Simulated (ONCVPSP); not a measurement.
**Pseudopotential generation for Ga: ONCV, PBE**

Aim: build the potential from the settings below, then test how well it stands in for the atom: other configurations, scattering, ghost states and the plane-wave cutoff that it needs.

The numbers are computed with ONCVPSP 4.0.1.1 (patched build) (PBE, scalar-relativistic, spin-unpolarised reference atom).

### Step 1. The atom and the settings

Typed settings, in words:

```
element                 : gallium (Ga, Z = 31)
type                    : optimised norm-conserving Vanderbilt (ONCV)
frozen core             : [Ar] 3d10
valence charge          : 3
reference configuration : 4s1.75 4p1.25
partial waves           : 4s: rc 1.55 bohr, ncon 3, nbas 6, qcut 4.6 1/bohr, 2 projectors, debl 2.5 Ha; 4p: rc 2.60 bohr, ncon 4, nbas 8, qcut 3.1 1/bohr, 2 projectors, debl 1.4 Ha; d scattering state at 0.09 Ha: rc 2.45 bohr, ncon 4, nbas 9, qcut 4.6 1/bohr, 2 projectors, debl 0.9 Ha
local potential         : polynomial inside 1.05 bohr (lpopt 5, dvloc0 3 Ha)
core correction         : Teter function, fcfact 5.75, rcfact 1.05
```

### Step 2. Generating the potential

Ga.dat reads:

```
# ATOM AND REFERENCE CONFIGURATION
# atsym  z   nc   nv     iexc    psfile
  Ga 31.00    6    2        4      upf
#
#   n    l    f
    1    0    2.00
    2    0    2.00
    2    1    6.00
    3    0    2.00
    3    1    6.00
    3    2   10.00
    4    0    1.75
    4    1    1.25
#
# PSEUDOPOTENTIAL AND OPTIMIZATION
# lmax
    2
#
#   l,   rc,      ep,       ncon, nbas, qcut
    0    1.55    0.00    3    6    4.60
    1    2.60    0.00    4    8    3.10
    2    2.45    0.09    4    9    4.60
#
# LOCAL POTENTIAL
# lloc, lpopt,  rc(5),   dvloc0
    4    5    1.05    3.00
#
# VANDERBILT-KLEINMAN-BYLANDER PROJECTORs
# l, nproj, debl
    0    2    2.50
    1    2    1.40
    2    2    0.90
#
# MODEL CORE CHARGE
# icmod, fcfact, rcfact
    3    5.75    1.05
#
# LOG DERIVATIVE ANALYSIS
# epsh1, epsh2, depsh
   -2.00    5.00    0.02
#
# OUTPUT GRID
# rlmax, drl
    6.00    0.01
#
# TEST CONFIGURATIONS
# ncnf
    4
# nvcnf
#   n    l    f
    2
    4    0    2.00
    4    1    1.00
#
    2
    4    0    2.00
    4    1    0.00
#
    2
    4    0    1.00
    4    1    0.00
#
    2
    4    0    0.00
    4    1    3.00
#
```

Started as:

```bash
$ oncvpsp.x < Ga.dat > Ga.out
```

Q: Predict the outcome of this session. Wanted: cutoffs for 1 and 0.1 mHa per electron, occupied waves; bound ghosts; GHOST(+) flags; largest test error; largest phase difference near zero energy, channels read; rms error of d²Exc/dn², without and with the model core.

**Answer**, as computed:

| quantity | value |
| --- | --- |
| cutoffs for 1 and 0.1 mHa per electron, occupied waves | 7.7 Ha and 9.8 Ha |
| bound ghosts | d at -2.68 eV |
| GHOST(+) flags | s at 52 eV, p at 108 eV |
| largest test error (AE − PS) | +43 meV, for 4s0 4p3 |
| largest phase difference near zero energy, channels read | 3.079 rad |
| rms error of d²Exc/dn², without and with the model core | 7.22 and 4.88 mHa |

**Reading.** It has a bound ghost (d), a state that the atom doesn't have, and that rules the file out. By total energies transferability is fair: the largest error is 43 meV on 11.8 eV, for 4s0 4p3. By its cutoff, 7.7 Ha for the looser tolerance, it is soft on the atom at that tolerance. At the looser tolerance the 4s wave is the slowest; 4p needs 2 Ha. Of the channels read, d scatters worst near zero energy, by up to 3.08 rad. A step near π is an extra or missing state, not a misfit of shape. The pseudo curves have a pole with no partner nearby in the atom's: d at -0.10 Ha. The program also flags highly localised states, GHOST(+) (s, p).
